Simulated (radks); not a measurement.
# Sr⁴⁺ in [Ar] 3d9 4s2 4p4 5p1: an all-electron calculation

What are the levels of the strontium ion Sr4+, how large are its shells, and how does its energy divide?

Program: radks (a radial shooting solver on a logarithmic mesh, Libxc functionals) version 1. Level of theory: Dirac Kohn-Sham, PBE, spin-unpolarised, spherical densities, finite nucleus; open shells are shared between the two j in proportion to 2j + 1. These are calculated values, not measurements, unless marked.

## 1. What is computed

* element: strontium (Z = 38)
* charge: +4
* electrons: 34
* configuration: [Ar] 3d9 4s2 4p4 5p1
* nuclear rms radius: 4.224 fm

Outer shells as boxes (Hund's rule):

Sr⁴⁺
```
[Ar] core
3d [↑↓][↑↓][↑↓][↑↓][↑ ]
4s [↑↓]
4p [↑↓][↑ ][↑ ]
5p [↑ ][  ][  ]
```

## 2. The run

The run's settings:

```text
Z 38
configuration [Ar] 3d9 4s2 4p4 5p1 5s0 4d0 4f0 6p0
relativity Dirac
functional pbe,pbe
spin unpolarised
j_filling average
nucleus finite rms 4.224 fm
c 137.035999084
```

Run with:

```console
$ python run_ks.py task.json out
```

This one command runs every case of the session in turn.

What does the calculation give?

**Answer**, as computed:

| quantity | value |
| --- | --- |
| total energy | -3169.54129 hartree |
| exchange-correlation share of it | 3.23 % |
| −T/E | 1.0303 |
| highest occupied level | 5p3/2, -28.844 eV |
| most extended occupied level | 5p3/2, <r> = 3.09 bohr |
| radius at density 0.001 e/bohr³ | 4.10 bohr |
| maxima of the radial density | 3 |

The radial density shows 3 maxima for 5 occupied principal shells; where shells overlap, one shows as a shoulder or not at all. −T/E is 1.030: with relativity the kinetic term as defined here no longer equals −E. This is not the tabulated ground configuration, so its levels and sizes aren't those of the ground state, and no measured value stands beside it.
